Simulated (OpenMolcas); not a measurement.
**doublet CH6Sn+ at 6 levels**

We compute a comparison of 6 runs (UHF/3-21G, U-revPBE/def2-SVP, UBHLYP/def2-SVP, UBLYP/def2-SVP, UM06-L/def2-SVP, UPBE0/def2-SVP) of doublet CH6Sn+. 

The calculation is run with OpenMolcas 26.06.

**1. The molecule**

The species is CH6Sn+ (8 atoms), meant as a doublet with charge +1. SMILES of the parent species: `[CH3][SnH3]`. Geometry: relaxed at PBE0-D4/def2-TZVP. That shape belongs to the parent species and isn't relaxed for this state.

Bond lengths: C1–Sn2 2.140 Å, C1–H3 1.090 Å, C1–H4 1.090 Å, C1–H5 1.090 Å, Sn2–H6 1.709 Å, Sn2–H7 1.709 Å, Sn2–H8 1.709 Å. Some angles: C1–Sn2–H6 110.1°, C1–Sn2–H7 110.1°, C1–Sn2–H8 110.1°, Sn2–C1–H3 110.0°, Sn2–C1–H4 110.0°, Sn2–C1–H5 110.0°, H6–Sn2–H7 108.8°, H6–Sn2–H8 108.8°, H7–Sn2–H8 108.8°, H3–C1–H4 109.0°.

**2. The energy at UHF/3-21G (run 1)**

job.input reads:

```
&GATEWAY
BASLIB
$CurrDir
COORD
8
angstrom
C        1.094500       0.367400      -0.110600
Sn      -0.919400      -0.329100       0.082100
H        1.300500       0.627700      -1.148800
H        1.789300      -0.411200       0.204000
H        1.244600       1.249200       0.512300
H       -2.012000       0.886800      -0.417500
H       -1.156700      -1.716400      -0.887800
H       -1.248700      -0.731500       1.710400
BASIS
3-21G
GROUP
NoSym
&SEWARD
&SCF
UHF
CHARGE
1
SPIN
2
THRESHOLDS
1e-10 1e-07 1e-07 1e-05
PRORBITALS
1 1
```

The basis set 3-21G is read from a file made from the Basis Set Exchange's data (not shown).

On the command line:

```bash
export MOLCAS_MEM=1860
pymolcas job.input > job.log
```

Standard output:

```text
--- Start Module: gateway ---
[...]
--- Stop Module: gateway /rc=_RC_ALL_IS_WELL_ ---
--- Start Module: seward ---
[...]
      Basis functions           52
--- Stop Module: seward /rc=_RC_ALL_IS_WELL_ ---
--- Start Module: scf ---
[...]
       Convergence after  21 Iterations
[...]
::    Total SCF energy                              -6037.0204704921
[...]
      Total spin, S                                     0.5041786346
[...]
      Total electronic charge=   61.000000
      Total            charge=    1.000000
[...]
      Dipole Moment (debye):
      Origin of the operator (angstrom)=   -0.7045   -0.2548    0.0615
                   X=  4.2764E+00               Y=  1.4790E+00               Z= -4.0932E-01           Total=  4.5434E+00
      Center of Charge (angstrom)
[...]
--- Stop Module: scf /rc=_RC_ALL_IS_WELL_ ---
[...]
```

Wall time 3 s (1 thread of Arm Neoverse V1, shared host); peak memory 0.38 GiB.

**3. The energy at U-revPBE/def2-SVP (core potential) (run 2)**

calc.input reads:

```
&GATEWAY
  BasLib=$CurrDir
  BasisSet
  C.def2-SVP....
  C1 1.094500 0.367400 -0.110600 angstrom
  End of Basis
  BasisSet
  Sn.def2-SVP....
  Sn2 -0.919400 -0.329100 0.082100 angstrom
  End of Basis
  BasisSet
  H.def2-SVP....
  H3 1.300500 0.627700 -1.148800 angstrom
  H4 1.789300 -0.411200 0.204000 angstrom
  H5 1.244600 1.249200 0.512300 angstrom
  H6 -2.012000 0.886800 -0.417500 angstrom
  H7 -1.156700 -1.716400 -0.887800 angstrom
  H8 -1.248700 -0.731500 1.710400 angstrom
  End of Basis

&SEWARD
  GridInput
  Grid=UltraFine
  End of Grid

&SCF
  UHF
  Charge=1
  Spin=2
  KSDFT=revPBE
  Thresholds=1e-10 1e-07 1e-07 1e-05
  PrOrbitals=1 1
```

The basis set def2-SVP is read from a file made from the Basis Set Exchange's data (not shown).

On the command line:

```bash
export MOLCAS_MEM=1860
pymolcas calc.input > calc.log
```

Standard output:

```text
--- Start Module: gateway ---
[...]
--- Stop Module: gateway /rc=_RC_ALL_IS_WELL_ ---
--- Start Module: seward ---
[...]
      Basis functions           70
--- Stop Module: seward /rc=_RC_ALL_IS_WELL_ ---
[...]
--- Start Module: scf ---
[...]
       Convergence after  49 Iterations
[...]
::    Total KS-DFT energy                            -255.5945374491
[...]
      Total spin, S                                     0.5022490619
[...]
      Total electronic charge=   33.000000
      Total            charge=    1.000000
[...]
      Dipole Moment (debye):
      Origin of the operator (angstrom)=   -0.7045   -0.2548    0.0615
                   X= -1.8998E+00               Y=  3.0211E+00               Z= -1.2134E+00           Total=  3.7694E+00
      Center of Charge (angstrom)
[...]
--- Stop Module: scf /rc=_RC_ALL_IS_WELL_ ---
[...]
```

Run time: 84 s. Hardware: 1 thread of Arm Neoverse V1, shared host; peak memory 0.41 GiB.

Runs 3 to 5 aren't shown in full; the table further down has their settings and results.

**4. A single-point energy at UPBE0/def2-SVP (core potential) (run 6)**

test.input reads:

```
>>> EXPORT MOLCAS_PRINT=2

&GATEWAY
  BasLib=$CurrDir
  BasisSet
  C.def2-SVP....
  C1 1.094500 0.367400 -0.110600 angstrom
  End of Basis
  BasisSet
  Sn.def2-SVP....
  Sn2 -0.919400 -0.329100 0.082100 angstrom
  End of Basis
  BasisSet
  H.def2-SVP....
  H3 1.300500 0.627700 -1.148800 angstrom
  H4 1.789300 -0.411200 0.204000 angstrom
  H5 1.244600 1.249200 0.512300 angstrom
  H6 -2.012000 0.886800 -0.417500 angstrom
  H7 -1.156700 -1.716400 -0.887800 angstrom
  H8 -1.248700 -0.731500 1.710400 angstrom
  End of Basis

&SEWARD
  GridInput
  Grid=UltraFine
  End of Grid

&SCF
  UHF
  Charge=1
  Spin=2
  KSDFT=PBE0
  Thresholds=1e-10 1e-07 1e-07 1e-05
  PrOrbitals=1 1
```

The basis set def2-SVP is read from a file made from the Basis Set Exchange's data (not shown).

On the command line:

```bash
export MOLCAS_MEM=1860
pymolcas test.input > test.log
```

Standard output:

```text
--- Start Module: gateway ---
[...]
--- Stop Module: gateway /rc=_RC_ALL_IS_WELL_ ---
--- Start Module: seward ---
[...]
      Basis functions           70
--- Stop Module: seward /rc=_RC_ALL_IS_WELL_ ---
[...]
--- Start Module: scf ---
[...]
       Convergence after  24 Iterations
[...]
::    Total KS-DFT energy                            -255.5074983325
[...]
      Total spin, S                                     0.5019863864
[...]
      Total electronic charge=   33.000000
      Total            charge=    1.000000
[...]
      Dipole Moment (debye):
      Origin of the operator (angstrom)=   -0.7045   -0.2548    0.0615
                   X=  3.4793E+00               Y=  1.2035E+00               Z= -3.3283E-01           Total=  3.6966E+00
      Center of Charge (angstrom)
[...]
--- Stop Module: scf /rc=_RC_ALL_IS_WELL_ ---
[...]
```

Wall time 44 s (1 thread of Arm Neoverse V1, shared host); peak memory 0.41 GiB.

**5. All runs side by side**

| run | level | integration grid | energy (Eh) | HOMO energy (eV) | LUMO energy (eV) | ⟨S²⟩ | wall time |
| --- | --- | --- | --- | --- | --- | --- | --- |
| 1 | UHF/3-21G | – | -6037.020470 | -17.31 | -8.75 | 0.758 | 3 s |
| 2 | U-revPBE/def2-SVP (core potential) | UltraFine | -255.594537 | -13.52 | -13.44 | 0.755 | 84 s |
| 3 | UBHLYP/def2-SVP (core potential) | UltraFine | -255.456309 | -15.62 | -11.68 | 0.756 | 46 s |
| 4 | UBLYP/def2-SVP (core potential) | UltraFine | -255.467581 | -13.46 | -13.35 | 0.754 | 2 min |
| 5 | UM06-L/def2-SVP (core potential) | UltraFine | -255.713860 | -13.58 | -13.22 | 0.754 | 69 s |
| 6 | UPBE0/def2-SVP (core potential) | UltraFine | -255.507498 | -14.58 | -12.72 | 0.754 | 44 s |

**6. Results**

```
                                 quantity          value
                      run 6: total energy  -255.50750 Eh
run 6: HOMO energy (highest over α and β)      -14.58 eV
 run 6: LUMO energy (lowest over α and β)      -12.72 eV
                              run 6: ⟨S²⟩          0.754
```

Totals of different functionals can't be ranked against each other. Some runs of one species differ in core potentials or relativity; totals across that change don't compare. In run 1 relativity is left out where basis or elements ask for it. All runs together took 6.1 min, the longest 2 min.
